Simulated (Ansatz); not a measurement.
# C5H7F2GaO2: up Jacob's ladder to CCSD(T)

One table from this session's results is given with a row withheld; the runs are named, their logs left out.

Computed with Ansatz 0.2.0, Gaussian basis. Level: functionals in def2-TZVPP, the program's frozen cores in correlated methods.

Plan: LDA (SPW92), PBE-D4, revPBE-D4, BLYP-D4, r2SCAN-D4, B97M-V, PBE0-D4, B3LYP-D4, r2SCANh-D4, r2SCAN0-D4, HSE06-D4, BHLYP-D4, CAM-B3LYP-D4, LC-ωPBE, ωB97X-V, ωB97M-V, B2PLYP, PBE-QIDH; CCSD(T)/def2-SVP; CCSD(T)/def2-TZVPP; MP2/def2-QZVPP; extrapolation to the limit; RPA on PBE.

**The geometry**

All runs share one geometry, relaxed beforehand with PBE0-D4 in a triple-zeta def2 set.

SMILES `CC1=CC(C)=[O+][Ga-]([F])([F])[O]1`, 17 atoms, charge 0, spin multiplicity 1.

Atoms are counted from 1 here; the program's logs count them from 0.

Bond lengths: C1–C2 1.490 Å, C1–H11 1.093 Å, C1–H12 1.088 Å, C1–H13 1.093 Å, C2–C3 1.395 Å, C2–O10 1.277 Å, C3–C4 1.395 Å, C3–H14 1.080 Å, C4–C5 1.490 Å, C4–O6 1.277 Å, C5–H15 1.093 Å, C5–H16 1.088 Å, C5–H17 1.093 Å, O6–Ga7 1.883 Å, Ga7–F8 1.747 Å, Ga7–F9 1.747 Å, Ga7–O10 1.883 Å. Angles: C2–C1–H11 108.9°, C2–C1–H12 112.5°, C2–C1–H13 108.9°, H11–C1–H12 109.7°, H11–C1–H13 106.9°, H12–C1–H13 109.7°, C1–C2–C3 120.2°, C1–C2–O10 114.7°, C3–C2–O10 125.1°, C2–C3–C4 125.3°, C2–C3–H14 117.4°, C4–C3–H14 117.4°, C3–C4–C5 120.2°, C3–C4–O6 125.1°, C5–C4–O6 114.7°, C4–C5–H15 108.9°, C4–C5–H16 112.5°, C4–C5–H17 108.9° and more.

Set-up of the first run:

in.yaml reads:

```yaml
crystal:
  periodic: [false, false, false]
  atoms:
    - {symbol: C, position_ang: [1.509978, -2.081947, -0.677167]}
    - {symbol: C, position_ang: [0.941936, -0.779601, -0.226944]}
    - {symbol: C, position_ang: [-0.437839, -0.574110, -0.241063]}
    - {symbol: C, position_ang: [-1.082119, 0.598108, 0.155178]}
    - {symbol: C, position_ang: [-2.568157, 0.694100, 0.092427]}
    - {symbol: O, position_ang: [-0.497419, 1.648239, 0.587020]}
    - {symbol: Ga, position_ang: [1.370748, 1.802991, 0.768135]}
    - {symbol: F, position_ang: [1.795877, 1.959363, 2.455563]}
    - {symbol: F, position_ang: [1.980384, 3.006673, -0.341859]}
    - {symbol: O, position_ang: [1.809047, 0.078389, 0.151323]}
    - {symbol: H, position_ang: [2.201110, -1.900017, -1.503729]}
    - {symbol: H, position_ang: [0.741140, -2.785358, -0.989756]}
    - {symbol: H, position_ang: [2.095354, -2.513825, 0.138134]}
    - {symbol: H, position_ang: [-1.057410, -1.388517, -0.586597]}
    - {symbol: H, position_ang: [-2.841824, 1.532056, -0.553263]}
    - {symbol: H, position_ang: [-3.028824, -0.219554, -0.277228]}
    - {symbol: H, position_ang: [-2.950881, 0.922610, 1.090025]}
basis:
  gaussian: {orbitals: def2-TZVPP}
hamiltonian: {xc: lda}
output: {orbitals: {seedname: orbitals}}
```

Command:

```bash
$ ansatz run in.yaml --threads 4 --pin off --events-out ev --progress --plain --max-ram 46080MiB --backend cuda --devices 0, --max-vram 37GiB
```

Among the steps run: LDA; PBE-D4 (GGA); revPBE-D4 (GGA); BLYP-D4 (GGA); r2SCAN-D4 (meta-GGA); B97M-V (meta-GGA); B3LYP-D4 (hybrid); r2SCANh-D4 (hybrid); r2SCAN0-D4 (hybrid); HSE06-D4 (hybrid); BHLYP-D4 (hybrid); CAM-B3LYP-D4 (range-separated); LC-ωPBE (range-separated); ωB97X-V (range-separated); ωB97M-V (range-separated); B2PLYP (double hybrid); PBE-QIDH (double hybrid).

One of the session's tables, all rows but one given; the rest of the session is left out.

It belongs to the step «Orbital energies across the functionals». 

| functional | HOMO (eV) | LUMO (eV) | gap (eV) |
| --- | --- | --- | --- |
| LDA (SPW92) | -7.01 | -3.48 | 3.53 |
| PBE-D4 | -6.78 | -3.23 | 3.55 |
| revPBE-D4 | -6.70 | -3.13 | 3.56 |
| BLYP-D4 | -6.64 | -3.10 | 3.55 |
| r2SCAN-D4 | -7.02 | -3.09 | 3.92 |
| B97M-V | -7.02 | -3.00 | 4.03 |
| PBE0-D4 | -7.92 | -2.38 | 5.53 |
| B3LYP-D4 | -7.72 | -2.59 | 5.13 |
| r2SCANh-D4 | -7.44 | -2.78 | 4.67 |
| r2SCAN0-D4 | -8.09 | -2.30 | 5.79 |
| HSE06-D4 | ? | ? | ? |
| BHLYP-D4 | -8.94 | -1.35 | 7.59 |
| CAM-B3LYP-D4 | -9.19 | -1.30 | 7.90 |
| LC-ωPBE | -10.44 | -0.22 | 10.21 |
| ωB97X-V | -10.11 | -0.23 | 9.88 |
| ωB97M-V | -10.03 | -0.28 | 9.75 |

Estimate the missing values for HSE06-D4.

The run gave: HOMO (eV): -7.52; LUMO (eV): -2.76; gap (eV): 4.76. In the column «HOMO (eV)» it lies between B3LYP-D4 (-7.72) and r2SCANh-D4 (-7.44).
